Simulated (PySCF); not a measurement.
# C4H4ClN3S: the cost of one run

Computed with PySCF 2.14.0 and routines of our own; the level stands in each step. Atoms count from 0.

## 1. The system as given

13 atoms, charge 0, multiplicity 1; geometry from: GFN2-xTB.

## 2. Magnetic properties: GIAO HF/pcSseg-1

Job settings and geometry (Å):

```
{"job": {"kind": "mag", "xc": "HF", "basis": "pcSseg-1", "isotopologues": 0}, "charge": 0, "multiplicity": 1}
C      2.244408     0.168256    -0.031006
N      1.469357    -1.025418    -0.088333
C      0.210903    -1.052468    -0.087778
C     -0.765691     0.031440    -0.020431
N     -0.496871     1.322643    -0.059306
S     -1.864569     2.183812     0.049173
N     -2.876024     0.923329     0.152578
C     -2.176718    -0.184523     0.103016
Cl    -2.939238    -1.695054     0.191218
H      1.673752     1.072669     0.192467
H      2.736902     0.281517    -0.998721
H      3.026507     0.010596     0.713559
H     -0.247106    -2.036313    -0.134163
```

Level: GIAO HF/pcSseg-1 magnetisability, rotational g tensor and spin-rotation constants, non-relativistic, gas phase.

Started as:

```bash
$ OMP_NUM_THREADS=1 python excited_run.py task.json out
```

The driver reads the jobs from task.json and runs them one after another.

**Question.** How long does this first job take on 1 thread of Intel Xeon Platinum 8259CL at 2.50GHz, shared host, and how much memory does it need?

About 25 s, with a peak of 0.83 GiB.
